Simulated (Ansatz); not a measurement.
# CH2BClOS: basis-set convergence

The task here is to estimate one member of a computed series from the others.

The runs use Ansatz 0.2.0, Gaussian basis; one geometry, several basis sets.

Levels to be run: PBE0-D4/def2-SVP; ωB97M-V/def2-SVP; PBE0-D4/def2-QZVPP; ωB97M-V/def2-QZVPP; the functionals' def2-TZVPP values are taken from earlier runs.

### Structure used throughout

The geometry comes from an earlier relaxation with PBE0-D4 in a triple-zeta def2 set; it is a stationary point, not always the lowest conformer.

7 atoms, charge 0, spin multiplicity 1.

Atoms are counted from 1 here; the program's logs count them from 0.

Bond lengths: O1–B2 1.336 Å, O1–H6 0.973 Å, B2–Cl3 1.753 Å, B2–C4 1.581 Å, C4–S5 1.613 Å, C4–H7 1.091 Å. Angles: B2–O1–H6 109.2°, O1–B2–Cl3 119.9°, O1–B2–C4 120.6°, Cl3–B2–C4 119.6°, B2–C4–S5 120.3°, B2–C4–H7 120.1°, S5–C4–H7 119.6°.

The first run:

in.yaml reads:

```yaml
crystal:
  periodic: [false, false, false]
  atoms:
    - {symbol: O, position_ang: [-0.196461, 0.016017, 1.563432]}
    - {symbol: B, position_ang: [0.132939, -0.564544, 0.406506]}
    - {symbol: Cl, position_ang: [0.665170, -2.234737, 0.388189]}
    - {symbol: C, position_ang: [0.047513, 0.241535, -0.950679]}
    - {symbol: S, position_ang: [-0.439500, 1.779168, -0.956038]}
    - {symbol: H, position_ang: [-0.466794, 0.935094, 1.393984]}
    - {symbol: H, position_ang: [0.318433, -0.240632, -1.891193]}
basis:
  gaussian: {orbitals: def2-SVP}
hamiltonian: {xc: pbe0, dispersion: d4}
output: {orbitals: {seedname: orbitals}}
```

Started as:

```console
$ ansatz run in.yaml --threads 2 --pin off --events-out ev --progress --plain --max-ram 4352MiB
```

Among the steps run: PBE0-D4 in def2-SVP; ωB97M-V in def2-SVP; PBE0-D4 in def2-QZVPP; ωB97M-V in def2-QZVPP.

One table of the session follows, with a row left open; its other results are not shown here.

It belongs to the step «Density functionals: the series». 

| functional | basis | HOMO (eV) | LUMO (eV) |
| --- | --- | --- | --- |
| PBE0-D4 | def2-SVP | -7.12 | -3.41 |
| PBE0-D4 | def2-TZVPP | -7.24 | -3.56 |
| PBE0-D4 | def2-QZVPP | -7.27 | -3.59 |
| ωB97M-V | def2-SVP | -9.28 | -1.14 |
| ωB97M-V | def2-TZVPP | ? | ? |
| ωB97M-V | def2-QZVPP | -9.46 | -1.43 |

Q: Estimate the row for ωB97M-V, def2-TZVPP from the others.

**Answer.** HOMO (eV): -9.42; LUMO (eV): -1.37. In the column «HOMO (eV)» it lies between ωB97M-V, def2-QZVPP (-9.46) and ωB97M-V, def2-SVP (-9.28).
